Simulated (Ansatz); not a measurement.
**B2H6O2: up Jacob's ladder to CCSD(T)**

One table from this session's results is given with a row withheld; the runs are named, their logs left out.

Computed with Ansatz 0.2.0, Gaussian basis. Level: functionals in def2-TZVPP, the program's frozen cores in correlated methods.

Levels to be run: LDA (SPW92), PBE-D4, revPBE-D4, BLYP-D4, r2SCAN-D4, B97M-V, PBE0-D4, B3LYP-D4, r2SCANh-D4, r2SCAN0-D4, HSE06-D4, BHLYP-D4, CAM-B3LYP-D4, LC-ωPBE, ωB97X-V, ωB97M-V, B2PLYP, PBE-QIDH; CCSD(T)/def2-SVP; CCSD(T)/def2-TZVPP; MP2/def2-QZVPP; extrapolation to the limit; RPA on PBE.

**Structure used throughout**

All runs share one geometry, relaxed beforehand with PBE0-D4 in a triple-zeta def2 set.

10 atoms, charge 0, spin multiplicity 1.

Atoms are counted from 1 here; the program's logs count them from 0.

Bond lengths: B1–O2 1.558 Å, B1–O4 1.558 Å, B1–H5 1.204 Å, B1–H6 1.196 Å, O2–B3 1.558 Å, O2–H7 0.960 Å, B3–O4 1.558 Å, B3–H8 1.204 Å, B3–H9 1.196 Å, O4–H10 0.960 Å. Angles: O2–B1–O4 91.1°, O2–B1–H5 111.9°, O2–B1–H6 110.2°, O4–B1–H5 111.9°, O4–B1–H6 110.2°, H5–B1–H6 118.3°, B1–O2–B3 88.7°, B1–O2–H7 112.2°, B3–O2–H7 112.2°, O2–B3–O4 91.1°, O2–B3–H8 111.9°, O2–B3–H9 110.2°, O4–B3–H8 111.9°, O4–B3–H9 110.2°, H8–B3–H9 118.3°, B1–O4–B3 88.7°, B1–O4–H10 112.2°, B3–O4–H10 112.2°.

Coordinates:

```
B    -0.4543    0.8711   -0.4850
O    -1.0101   -0.4462    0.1341
B     0.3896   -0.6962    0.7712
O     0.9746    0.5547    0.0496
H    -0.4978    0.8558   -1.6882
H    -0.9079    1.8189    0.0859
H    -1.2258   -1.0993   -0.5357
H     0.8881   -1.7180    0.3749
H     0.3453   -0.5084    1.9514
H     1.5813    0.3163   -0.6553
```

The first run:

Input file in.yaml:

```yaml
crystal:
  periodic: [false, false, false]
  atoms:
    - {symbol: B, position_ang: [-0.454259, 0.871137, -0.485050]}
    - {symbol: O, position_ang: [-1.010072, -0.446178, 0.134133]}
    - {symbol: B, position_ang: [0.389650, -0.696174, 0.771245]}
    - {symbol: O, position_ang: [0.974608, 0.554687, 0.049583]}
    - {symbol: H, position_ang: [-0.497791, 0.855820, -1.688216]}
    - {symbol: H, position_ang: [-0.907887, 1.818899, 0.085919]}
    - {symbol: H, position_ang: [-1.225792, -1.099256, -0.535725]}
    - {symbol: H, position_ang: [0.888084, -1.718036, 0.374889]}
    - {symbol: H, position_ang: [0.345254, -0.508439, 1.951425]}
    - {symbol: H, position_ang: [1.581305, 0.316341, -0.655305]}
basis:
  gaussian: {orbitals: def2-TZVPP}
hamiltonian: {xc: lda}
output: {orbitals: {seedname: orbitals}}
```

Among the steps run: LDA; PBE-D4 (GGA); revPBE-D4 (GGA); BLYP-D4 (GGA); r2SCAN-D4 (meta-GGA); B97M-V (meta-GGA); PBE0-D4 (hybrid); B3LYP-D4 (hybrid); r2SCANh-D4 (hybrid); r2SCAN0-D4 (hybrid); HSE06-D4 (hybrid); BHLYP-D4 (hybrid); CAM-B3LYP-D4 (range-separated); LC-ωPBE-D4 (range-separated; the results give it without D4); ωB97X-V (range-separated); ωB97M-V (range-separated); B2PLYP (double hybrid); PBE-QIDH (double hybrid).

One table of the session follows, with a row left open; its other results are not shown here.

It belongs to the step «Frontier levels by functional». 

```
  functional  HOMO (eV)  gap (eV)
 LDA (SPW92)      -6.83      5.99
      PBE-D4      -6.82      6.16
   revPBE-D4      -6.80      6.22
     BLYP-D4      -6.79      6.10
   r2SCAN-D4      -7.14      7.14
      B97M-V      -7.27      6.84
     PBE0-D4      -8.28      8.51
    B3LYP-D4      -8.11      7.98
  r2SCANh-D4      -7.68      7.95
  r2SCAN0-D4      -8.49      9.15
    HSE06-D4      -7.87      7.73
    BHLYP-D4      -9.73     10.62
CAM-B3LYP-D4          ?         ?
     LC-ωPBE     -11.12     13.48
     ωB97X-V     -10.80     12.95
     ωB97M-V     -10.66     12.33
```

Q: Estimate the row for CAM-B3LYP-D4 from the others.

The run gave: HOMO (eV): -9.77; gap (eV): 10.79. In the column «HOMO (eV)» it lies between ωB97M-V (-10.66) and BHLYP-D4 (-9.73).
